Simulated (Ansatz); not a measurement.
# CH₃Cl₂OSc: how energies converge with the basis set

One table from this session's results is given with a row withheld; the runs are named, their logs left out.

Program: Ansatz 0.2.0, Gaussian basis. Level of theory: one geometry, several basis sets. These are calculated values, not measurements.

Plan: PBE0-D4/def2-SVP; ωB97M-V/def2-SVP; PBE0-D4/def2-QZVPP; ωB97M-V/def2-QZVPP; the functionals' def2-TZVPP values are taken from earlier runs.

### The geometry

The geometry comes from an earlier relaxation with PBE0-D4 in a triple-zeta def2 set; it is a stationary point, not always the lowest conformer.

SMILES `C[O][Sc]([Cl])[Cl]`, 8 atoms, charge 0, spin multiplicity 1.

Atoms are counted from 1 here; the program's logs count them from 0.

Bond lengths: C1–O2 1.393 Å, C1–H6 1.094 Å, C1–H7 1.094 Å, C1–H8 1.094 Å, O2–Sc3 1.819 Å, Sc3–Cl4 2.302 Å, Sc3–Cl5 2.302 Å. Angles: O2–C1–H6 110.3°, O2–C1–H7 110.3°, O2–C1–H8 110.5°, H6–C1–H7 108.3°, H6–C1–H8 108.6°, H7–C1–H8 108.7°, C1–O2–Sc3 179.2°, O2–Sc3–Cl4 118.3°, O2–Sc3–Cl5 118.5°, Cl4–Sc3–Cl5 123.1°.

The first run:

The input, in.yaml:

```yaml
crystal:
  periodic: [false, false, false]
  atoms:
    - {symbol: C, position_ang: [-0.455376, -0.670621, 1.272948]}
    - {symbol: O, position_ang: [-0.030143, -0.042594, 0.105072]}
    - {symbol: Sc, position_ang: [0.514212, 0.757898, -1.434381]}
    - {symbol: Cl, position_ang: [-0.099184, -0.195300, -3.437967]}
    - {symbol: Cl, position_ang: [1.783424, 2.673293, -1.288142]}
    - {symbol: H, position_ang: [-1.102570, -0.002701, 1.849861]}
    - {symbol: H, position_ang: [0.403975, -0.938474, 1.895494]}
    - {symbol: H, position_ang: [-1.014350, -1.581512, 1.037125]}
basis:
  gaussian: {orbitals: def2-SVP}
hamiltonian: {xc: pbe0, dispersion: d4}
output: {orbitals: {seedname: orbitals}}
```

Run with:

```
$ ansatz run in.yaml --threads 4 --pin off --events-out ev --progress --plain --max-ram 10444MiB
```

Steps of the session up to this table: PBE0-D4 in def2-SVP; ωB97M-V in def2-SVP; PBE0-D4 in def2-QZVPP; ωB97M-V in def2-QZVPP.

One table of the session follows, with a row left open; its other results are not shown here.

It belongs to the step «Functionals by basis». 

```
functional       basis  HOMO (eV)  LUMO (eV)
   PBE0-D4    def2-SVP      -8.36      -2.40
   PBE0-D4  def2-TZVPP          ?          ?
   PBE0-D4  def2-QZVPP      -8.59      -2.51
   ωB97M-V    def2-SVP     -10.57      -0.62
   ωB97M-V  def2-TZVPP     -10.85      -0.83
   ωB97M-V  def2-QZVPP     -10.87      -0.85
```

**Question.** Estimate the row for PBE0-D4, def2-TZVPP.

As computed: HOMO (eV): -8.57; LUMO (eV): -2.51. In the column «HOMO (eV)» it lies between PBE0-D4, def2-QZVPP (-8.59) and PBE0-D4, def2-SVP (-8.36).
